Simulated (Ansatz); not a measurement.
Crystal: Hf3Pt.

```xyz
8
Lattice="5.9886 0.0000 0.0000 -2.9943 5.1862 0.0000 0.0000 0.0000 5.1395" Properties=species:S:1:pos:R:3 pbc="T T T"
Pt    0.0000    3.4575    3.8546
Pt    2.9943    1.7287    1.2849
Hf    0.0000    1.7812    1.2849
Hf   -1.4517    4.2956    1.2849
Hf    1.4517    4.2956    1.2849
Hf    2.9943    3.4051    3.8546
Hf    4.4460    0.8906    3.8546
Hf    1.5425    0.8906    3.8546
```

The cell comes from a database or a generator and needn't be the stable form of this composition.

- Program: Ansatz 0.2.0
- Task: single point
- Functional: PBE
- Potentials or basis: Ansatz PAW
- Cutoff: 420 eV (not typed: the program's choice for these potentials)
- k mesh: 5 × 5 × 5
- Occupations: fermi-dirac, width 0.05 eV
- Spin: no spin polarisation

On this cell: pressure 0.3 GPa; largest force 0.090 eV/Å; band gap on the k mesh none (metal or under the smearing width).

The same run follows on a disturbed copy (atoms moved at random, drawn with an rms of 0.05 Å):

```
CELL_PARAMETERS angstrom
5.98855 0.00000 0.00000
-2.99428 5.18624 0.00000
0.00000 0.00000 5.13953
ATOMIC_POSITIONS crystal
Pt 0.32670 0.66722 0.75247
Pt 0.67026 0.33504 0.23738
Hf 0.17755 0.34977 0.25261
Hf 0.17225 0.82276 0.25146
Hf 0.66011 0.82055 0.25092
Hf 0.83705 0.66466 0.75565
Hf 0.83102 0.16751 0.74919
Hf 0.34748 0.17666 0.75275
```

Question: What does the disturbed cell give?

Answer: The energy (extrapolated to zero smearing) moves by +7.9 meV/atom; pressure 0.5 GPa; largest force 0.748 eV/Å; band gap on the k mesh none (metal or under the smearing width).

Forces in eV/Å, atoms in the order of the input:
```
Pt   0.220 -0.026 -0.150
Pt  -0.039 -0.132  0.424
Hf  -0.094 -0.738 -0.079
Hf  -0.083  0.483  0.086
Hf   0.094  0.440  0.038
Hf   0.053 -0.346 -0.253
Hf  -0.328  0.190  0.018
Hf   0.176  0.129 -0.085
```

Stress tensor (GPa, compression positive):
```
 0.57  0.20 -0.13
 0.20  0.67  0.06
-0.13  0.06  0.32
```
